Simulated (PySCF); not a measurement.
# The bond of GeP, level by level, part 2 of 2

PySCF 2.14.0; Ge def2-SVP, P def2-SVP; no relativity.

### 9 PW91 (GGA)

Log of the SCF at 2.151 Å:

```text
[... 17 set-up lines left out, the same as in an earlier log ...]
XC functionals = PW91,PW91
    J. P. Perdew. In P. Ziesche and H. Eschrig, editors, Proceedings of the 75. WE-Heraeus-Seminar and 21st Annual International Symposium on Electronic Structure of Solids, 11. Berlin, 1991. Akademie Verlag.
    J. P. Perdew, J. A. Chevary, S. H. Vosko, K. A. Jackson, M. R. Pederson, D. J. Singh, and C. Fiolhais.,  Phys. Rev. B 46, 6671 (1992)
    J. P. Perdew, J. A. Chevary, S. H. Vosko, K. A. Jackson, M. R. Pederson, D. J. Singh, and C. Fiolhais.,  Phys. Rev. B 48, 4978 (1993)
    J. P. Perdew. In P. Ziesche and H. Eschrig, editors, Proceedings of the 75. WE-Heraeus-Seminar and 21st Annual International Symposium on Electronic Structure of Solids, 11. Berlin, 1991. Akademie Verlag.
    J. P. Perdew, J. A. Chevary, S. H. Vosko, K. A. Jackson, M. R. Pederson, D. J. Singh, and C. Fiolhais.,  Phys. Rev. B 46, 6671 (1992)
    J. P. Perdew, J. A. Chevary, S. H. Vosko, K. A. Jackson, M. R. Pederson, D. J. Singh, and C. Fiolhais.,  Phys. Rev. B 48, 4978 (1993)
[... 2 set-up lines left out, the same as in an earlier log ...]
init E= -2418.06920106187
cycle= 1 E= -2418.07034132942  delta_E= -0.00114  |g|= 0.0521  |ddm|= 0.122
cycle= 2 E= -2418.06564524814  delta_E= 0.0047  |g|= 0.0818  |ddm|= 0.142
cycle= 3 E= -2418.06742011541  delta_E= -0.00177  |g|= 0.0665  |ddm|= 0.198
cycle= 4 E= -2418.07116174843  delta_E= -0.00374  |g|= 0.00129  |ddm|= 0.0901
cycle= 5 E= -2418.07116288487  delta_E= -1.14e-06  |g|= 0.000649  |ddm|= 0.0041
cycle= 6 E= -2418.07116344012  delta_E= -5.55e-07  |g|= 0.000165  |ddm|= 0.00141
cycle= 7 E= -2418.07116355242  delta_E= -1.12e-07  |g|= 9.2e-05  |ddm|= 0.000916
cycle= 8 E= -2418.07116358633  delta_E= -3.39e-08  |g|= 1.4e-05  |ddm|= 0.000724
cycle= 9 E= -2418.07116358656  delta_E= -2.37e-10  |g|= 1.34e-06  |ddm|= 3.75e-05
Extra cycle  E= -2418.07116358656  delta_E= 6.37e-12  |g|= 2.69e-06  |ddm|= 7.34e-06
converged SCF energy = -2418.07116358656  <S^2> = 0.753866  2S+1 = 2.0038623
```

Re = 2.176 Å, ωe = 470 cm⁻¹, ωexe = 1.36 cm⁻¹, αe = 0.000677 cm⁻¹, Be = 0.1632 cm⁻¹, De = 3.66 eV, μ = -1.00 D.

### 10 BLYP (GGA)

The SCF at the reference distance, 2.151 Å, printed:

```text
[... 17 set-up lines left out, the same as in an earlier log ...]
XC functionals = BLYP
    A. D. Becke.,  Phys. Rev. A 38, 3098 (1988)
    C. Lee, W. Yang, and R. G. Parr.,  Phys. Rev. B 37, 785 (1988)
    B. Miehlich, A. Savin, H. Stoll, and H. Preuss.,  Chem. Phys. Lett. 157, 200 (1989)
[... 2 set-up lines left out, the same as in an earlier log ...]
init E= -2417.99593032729
cycle= 1 E= -2417.99750227082  delta_E= -0.00157  |g|= 0.0734  |ddm|= 0.145
cycle= 2 E= -2417.99206327845  delta_E= 0.00544  |g|= 0.101  |ddm|= 0.156
cycle= 3 E= -2417.99204789651  delta_E= 1.54e-05  |g|= 0.0871  |ddm|= 0.237
cycle= 4 E= -2417.99882489321  delta_E= -0.00678  |g|= 0.00174  |ddm|= 0.122
cycle= 5 E= -2417.99882674759  delta_E= -1.85e-06  |g|= 0.000895  |ddm|= 0.00574
cycle= 6 E= -2417.99882762148  delta_E= -8.74e-07  |g|= 0.00018  |ddm|= 0.00166
cycle= 7 E= -2417.99882770624  delta_E= -8.48e-08  |g|= 7.74e-05  |ddm|= 0.000698
cycle= 8 E= -2417.99882773336  delta_E= -2.71e-08  |g|= 1.86e-05  |ddm|= 0.000628
cycle= 9 E= -2417.99882773377  delta_E= -4.09e-10  |g|= 2.16e-06  |ddm|= 4.45e-05
Extra cycle  E= -2417.99882773374  delta_E= 2.77e-11  |g|= 5.77e-06  |ddm|= 1.36e-05
converged SCF energy = -2417.99882773374  <S^2> = 0.75310006  2S+1 = 2.0030977
```

Re = 2.193 Å, ωe = 454 cm⁻¹, ωexe = 1.37 cm⁻¹, αe = 0.000688 cm⁻¹, Be = 0.1606 cm⁻¹, De = 3.59 eV, μ = -0.92 D.

### 11 ROHF

Output of the SCF at 2.151 Å:

```text
******** <class 'pyscf.scf.hf_symm.SymAdaptedROHF'> ********
method = SymAdaptedROHF
[... 12 set-up lines left out, the same as in an earlier log ...]
num. doubly occ = 23  num. singly occ = 1
Overwritten attributes  get_k get_hcore get_jk get_occ get_j  of <class 'pyscf.scf.hf_symm.SymAdaptedROHF'>
<class 'pyscf.scf.hf_symm.SymAdaptedROHF'> does not have attributes  refdm
[... 1 set-up line left out, the same as in an earlier log ...]
init E= -2415.67504371967
cycle= 1 E= -2415.68506697208  delta_E= -0.01  |g|= 0.0806  |ddm|= 0.228
cycle= 2 E= -2415.68596402967  delta_E= -0.000897  |g|= 0.0385  |ddm|= 0.0727
cycle= 3 E= -2415.68613819122  delta_E= -0.000174  |g|= 0.0057  |ddm|= 0.0153
cycle= 4 E= -2415.68616400807  delta_E= -2.58e-05  |g|= 0.00158  |ddm|= 0.0151
cycle= 5 E= -2415.68616601267  delta_E= -2e-06  |g|= 0.000612  |ddm|= 0.00368
cycle= 6 E= -2415.6861666213  delta_E= -6.09e-07  |g|= 0.000385  |ddm|= 0.00173
cycle= 7 E= -2415.68616676762  delta_E= -1.46e-07  |g|= 9.38e-05  |ddm|= 0.00111
cycle= 8 E= -2415.68616678059  delta_E= -1.3e-08  |g|= 1.42e-05  |ddm|= 0.000405
cycle= 9 E= -2415.68616678106  delta_E= -4.74e-10  |g|= 6.8e-06  |ddm|= 4.54e-05
Extra cycle  E= -2415.68616678119  delta_E= -1.26e-10  |g|= 4.51e-06  |ddm|= 1.69e-05
converged SCF energy = -2415.68616678119
```

Re = 2.120 Å, ωe = 545 cm⁻¹, ωexe = 1.36 cm⁻¹, αe = 0.000610 cm⁻¹, Be = 0.1718 cm⁻¹, De = 0.94 eV, μ = -1.41 D.

### 12 Adding correlation

Reference: ROHF; core orbitals frozen: 14.

Output of the coupled-cluster run at 2.151 Å:

```text
******** <class 'pyscf.cc.uccsd.UCCSD'> ********
CC2 = 0
CCSD nocc = (np.int64(10), np.int64(9)), nmo = (36, 36)
frozen orbitals [[0, 1, 2, 3, 4, 5, 6, 7, 8, 9, 10, 11, 12, 13], [0, 1, 2, 3, 4, 5, 6, 7, 8, 9, 10, 11, 12, 13]]
max_cycle = 80
direct = 0
conv_tol = 1e-07
conv_tol_normt = 1e-05
diis_space = 8
diis_start_cycle = 0
diis_start_energy_diff = 1e+09
max_memory 909 MB (current use 384 MB)
Init t2, MP2 energy = -0.295326554684014
Init E_corr(UCCSD) = -0.297025082635197
cycle = 1  E_corr(UCCSD) = -0.29749726368735  dE = -0.000472181052  norm(t1,t2) = 0.0993782
cycle = 2  E_corr(UCCSD) = -0.309590839867127  dE = -0.0120935762  norm(t1,t2) = 0.0349494
cycle = 3  E_corr(UCCSD) = -0.31043710003926  dE = -0.000846260172  norm(t1,t2) = 0.0203234
cycle = 4  E_corr(UCCSD) = -0.312736670801927  dE = -0.00229957076  norm(t1,t2) = 0.00954561
cycle = 5  E_corr(UCCSD) = -0.312652735099883  dE = 8.3935702e-05  norm(t1,t2) = 0.00363727
cycle = 6  E_corr(UCCSD) = -0.312504383182666  dE = 0.000148351917  norm(t1,t2) = 0.0013319
cycle = 7  E_corr(UCCSD) = -0.312576328713965  dE = -7.19455313e-05  norm(t1,t2) = 0.000735096
cycle = 8  E_corr(UCCSD) = -0.312570444844045  dE = 5.88386992e-06  norm(t1,t2) = 0.000289727
cycle = 9  E_corr(UCCSD) = -0.312569571704169  dE = 8.73139876e-07  norm(t1,t2) = 0.000116141
cycle = 10  E_corr(UCCSD) = -0.312571551076111  dE = -1.97937194e-06  norm(t1,t2) = 5.45723e-05
cycle = 11  E_corr(UCCSD) = -0.312571531263875  dE = 1.9812236e-08  norm(t1,t2) = 2.94193e-05
cycle = 12  E_corr(UCCSD) = -0.312571602671523  dE = -7.14076482e-08  norm(t1,t2) = 1.4808e-05
cycle = 13  E_corr(UCCSD) = -0.312571685105557  dE = -8.24340339e-08  norm(t1,t2) = 6.15365e-06
UCCSD converged
E(UCCSD) = -2415.998738466294  E_corr = -0.3125716851055571
UCCSD(T) correction = -0.0140681909477044
```

Correlation energy (eV) along the bond:

```
R (Å)     MP2  SCS-MP2    CCSD  CCSD(T)     T1
1.850  -7.929   -7.461     n/a      n/a    n/a
1.936  -7.956   -7.492  -8.361   -8.691  0.016
2.022  -7.998   -7.537  -8.411   -8.759  0.017
2.087  -8.037   -7.578  -8.456   -8.820  0.019
2.151  -8.082   -7.626  -8.506   -8.888  0.021
2.216  -8.131   -7.678  -8.560   -8.963  0.024
2.302  -8.202   -7.753  -8.641   -9.072  0.028
2.409  -8.296   -7.854  -8.753   -9.221  0.034
2.538  -8.417   -7.987  -8.906   -9.420  0.044
2.710  -8.595   -8.180     n/a      n/a    n/a
```

ROHF-MP2: Re = 2.153 Å, ωe = 496 cm⁻¹, ωexe = 1.44 cm⁻¹, αe = 0.000671 cm⁻¹, Be = 0.1666 cm⁻¹, De = 2.59 eV.

ROHF-SCS-MP2: Re = 2.155 Å, ωe = 493 cm⁻¹, ωexe = 1.52 cm⁻¹, αe = 0.000692 cm⁻¹, Be = 0.1663 cm⁻¹, De = 2.54 eV.

ROHF-CCSD: Re = 2.157 Å, ωe = 490 cm⁻¹, ωexe = 1.69 cm⁻¹, αe = 0.000719 cm⁻¹, Be = 0.1660 cm⁻¹, De = 2.40 eV.

ROHF-CCSD(T): Re = 2.173 Å, ωe = 468 cm⁻¹, ωexe = 1.80 cm⁻¹, αe = 0.000770 cm⁻¹, Be = 0.1635 cm⁻¹, De = 2.64 eV.

### 13 All curves

Energy (eV) from each level's lowest point:

```csv
R (Å),ROHF,ROHF-MP2,ROHF-SCS-MP2,ROHF-CCSD,ROHF-CCSD(T),PBE,PW91,BLYP,r²SCAN,PBE0,M06
1.850,1.264,1.417,1.429,n/a,n/a,1.525,1.509,1.614,1.397,1.374,1.420
1.936,0.512,0.637,0.645,0.656,0.710,0.723,0.714,0.791,0.630,0.611,0.648
2.022,0.120,0.204,0.209,0.215,0.249,0.260,0.255,0.306,0.203,0.190,0.215
2.087,0.003,0.048,0.050,0.053,0.071,0.076,0.074,0.105,0.048,0.041,0.054
2.151,0.000,0.000,0.000,0.000,0.000,0.000,0.000,0.012,0.000,0.000,0.000
2.216,0.085,0.035,0.033,0.030,0.010,0.006,0.008,0.000,0.034,0.042,0.029
2.302,0.299,0.178,0.171,0.163,0.115,0.110,0.113,0.080,0.172,0.192,0.163
2.409,0.674,0.460,0.445,0.427,0.341,0.345,0.350,0.286,0.439,0.471,0.436
2.538,1.214,0.879,0.852,0.813,0.682,0.715,0.721,0.625,0.814,0.843,0.850
2.710,1.993,1.480,1.439,n/a,n/a,1.244,1.252,1.133,1.307,1.321,1.417
```

The whole job (state search and all levels along the bond) took 3.6 min on 1 thread of Arm Neoverse N1 (shared host), peak memory 0.56 GiB.

### 14 What came out

What follows sums up all 2 parts.

Lowest PBE0 solution found, without spin–orbit coupling: ²Π (doublet), unpaired electrons π ↑. State 2 has its PBE0 minimum 0.22 eV higher. State 3 has its PBE0 minimum 1.54 eV higher. State 4 has its PBE0 minimum 2.96 eV higher. The other levels ran on the lowest alone.

```csv
level,Re (Å),ωe (cm⁻¹),De (eV),μ (D)
ROHF,2.120,545,0.94,-1.41
ROHF-MP2,2.153,496,2.59,n/a
ROHF-SCS-MP2,2.155,493,2.54,n/a
ROHF-CCSD,2.157,490,2.40,n/a
ROHF-CCSD(T),2.173,468,2.64,n/a
PBE,2.177,470,3.62,-1.01
PW91,2.176,470,3.66,-1.00
BLYP,2.193,454,3.59,-0.92
r²SCAN,2.154,492,3.34,-1.04
PBE0,2.147,502,3.27,-1.14
M06,2.158,489,3.61,-1.28
```

De is counted to Ge + P in their ground configurations. A positive dipole means Ge(−)P(+).

Differences from CCSD(T) in the same basis:

```
       level  Re (mÅ)  ωe (%)
        ROHF      -53   +16.4
    ROHF-MP2      -20    +6.0
ROHF-SCS-MP2      -18    +5.3
   ROHF-CCSD      -16    +4.7
         PBE       +4    +0.4
        PW91       +2    +0.4
        BLYP      +20    -3.0
      r²SCAN      -20    +5.0
        PBE0      -26    +7.3
         M06      -15    +4.5
```

Time per point (s) on 1 thread of Arm Neoverse N1, shared host (CPU time, shared integrals of 0.18 s apart; correlated levels include their reference; CCSD comes with the CCSD(T) run); the times are rough: ROHF 0.16, ROHF-MP2 0.31, ROHF-SCS-MP2 0.31, PBE 1.1, PW91 0.84, BLYP 0.82, r²SCAN 1.5, PBE0 1.6, M06 1.7; the reference 7.

Cheap and still within 11 mÅ and 2.5 % of CCSD(T): PW91 (0.84 s), PBE (1.1 s), against 7 s for the dearest run.

What this shows: Judged by CCSD(T) in the same basis: best bond length PW91 (+2 mÅ), worst ROHF (-53 mÅ); best wavenumber PBE and PW91 (+0.4 %), worst ROHF (+16.4 %). Hartree–Fock makes the bond too short and too stiff against this reference, as it mostly does. CCSD(T) in a basis this small is itself some way from its limit, more so than the functionals. Among the levels with a De in the table, it runs from 0.94 eV (ROHF) to 3.66 eV (PW91).

Correlated steps freeze 14 core orbitals.
